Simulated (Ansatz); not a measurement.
**CH₆AlNS: a ladder of functionals and wavefunction methods**

The task here is to estimate one member of a computed series from the others.

Method: functionals in def2-TZVPP, the program's frozen cores in correlated methods; program: Ansatz 0.2.0, Gaussian basis.

Levels to be run: LDA (SPW92), PBE-D4, revPBE-D4, BLYP-D4, r2SCAN-D4, B97M-V, PBE0-D4, B3LYP-D4, r2SCANh-D4, r2SCAN0-D4, HSE06-D4, BHLYP-D4, CAM-B3LYP-D4, LC-ωPBE, ωB97X-V, ωB97M-V, B2PLYP, PBE-QIDH; CCSD(T)/def2-SVP; CCSD(T)/def2-TZVPP; MP2/def2-QZVPP; extrapolation to the limit; RPA on PBE.

## The geometry

The geometry comes from an earlier relaxation with PBE0-D4 in a triple-zeta def2 set; it is a stationary point, not always the lowest conformer.

10 atoms, charge 0, spin multiplicity 1.

Atoms are counted from 1 here; the program's logs count them from 0.

Bond lengths: N1–C2 1.439 Å, N1–H5 1.012 Å, N1–H6 1.013 Å, C2–S3 1.833 Å, C2–H7 1.091 Å, C2–H8 1.097 Å, S3–Al4 2.168 Å, Al4–H9 1.580 Å, Al4–H10 1.586 Å. Angles: C2–N1–H5 111.2°, C2–N1–H6 110.8°, H5–N1–H6 108.4°, N1–C2–S3 110.2°, N1–C2–H7 108.7°, N1–C2–H8 115.5°, S3–C2–H7 106.0°, S3–C2–H8 108.1°, H7–C2–H8 107.9°, C2–S3–Al4 101.3°, S3–Al4–H9 118.2°, S3–Al4–H10 117.3°, H9–Al4–H10 124.6°.

Geometry (Å):

```xyz
10
CH6AlNS
N    -0.6396    1.5242    0.8375
C    -0.1222    0.1874    0.9654
S    -1.1038   -0.9720   -0.0598
Al    0.3210   -1.4763   -1.6143
H    -0.4427    1.9073   -0.0782
H    -0.2319    2.1355    1.5343
H    -0.2519   -0.1413    1.9978
H     0.9356    0.0631    0.7013
H    -0.1261   -2.4989   -2.7327
H     1.7448   -0.7801   -1.5484
```

The first run:

Contents of in.yaml:

```yaml
crystal:
  periodic: [false, false, false]
  atoms:
    - {symbol: N, position_ang: [-0.639641, 1.524242, 0.837460]}
    - {symbol: C, position_ang: [-0.122242, 0.187362, 0.965408]}
    - {symbol: S, position_ang: [-1.103806, -0.972010, -0.059794]}
    - {symbol: Al, position_ang: [0.321037, -1.476272, -1.614261]}
    - {symbol: H, position_ang: [-0.442744, 1.907272, -0.078227]}
    - {symbol: H, position_ang: [-0.231856, 2.135482, 1.534317]}
    - {symbol: H, position_ang: [-0.251904, -0.141341, 1.997836]}
    - {symbol: H, position_ang: [0.935592, 0.063110, 0.701285]}
    - {symbol: H, position_ang: [-0.126122, -2.498910, -2.732718]}
    - {symbol: H, position_ang: [1.744787, -0.780133, -1.548407]}
basis:
  gaussian: {orbitals: def2-TZVPP}
hamiltonian: {xc: lda}
output: {orbitals: {seedname: orbitals}}
```

Launch:

```console
> ansatz run in.yaml --threads 2 --pin off --events-out ev --progress --plain --max-ram 4352MiB
```

Steps of the session up to this table: LDA; PBE-D4 (GGA); revPBE-D4 (GGA); BLYP-D4 (GGA); r2SCAN-D4 (meta-GGA); B97M-V (meta-GGA); B3LYP-D4 (hybrid); r2SCANh-D4 (hybrid); r2SCAN0-D4 (hybrid); HSE06-D4 (hybrid); BHLYP-D4 (hybrid); CAM-B3LYP-D4 (range-separated); LC-ωPBE (range-separated); ωB97X-V (range-separated); ωB97M-V (range-separated); B2PLYP (double hybrid); PBE-QIDH (double hybrid).

One of the session's tables, all rows but one given; the rest of the session is left out.

It belongs to the step «Orbital energies across the functionals». 

```
  functional  HOMO (eV)  LUMO (eV)  gap (eV)
 LDA (SPW92)      -5.87      -2.25      3.62
      PBE-D4      -5.75      -2.02      3.73
   revPBE-D4      -5.70      -1.92      3.78
     BLYP-D4      -5.64      -1.89      3.75
   r2SCAN-D4      -6.05      -1.72      4.33
      B97M-V      -6.21      -1.91      4.30
     PBE0-D4      -7.13      -1.29      5.84
    B3LYP-D4      -6.90      -1.48      5.42
  r2SCANh-D4      -6.57      -1.47      5.10
  r2SCAN0-D4      -7.33      -1.11      6.22
    HSE06-D4      -6.73      -1.65      5.07
    BHLYP-D4      -8.27      -0.53      7.74
CAM-B3LYP-D4      -8.48      -0.37      8.11
     LC-ωPBE      -9.84       0.67     10.51
     ωB97X-V      -9.51       0.57     10.08
     ωB97M-V          ?          ?         ?
```

Q: Estimate the row for ωB97M-V from the others.

As computed: HOMO (eV): -9.39; LUMO (eV): 0.32; gap (eV): 9.71. In the column «HOMO (eV)» it lies between ωB97X-V (-9.51) and CAM-B3LYP-D4 (-8.48).
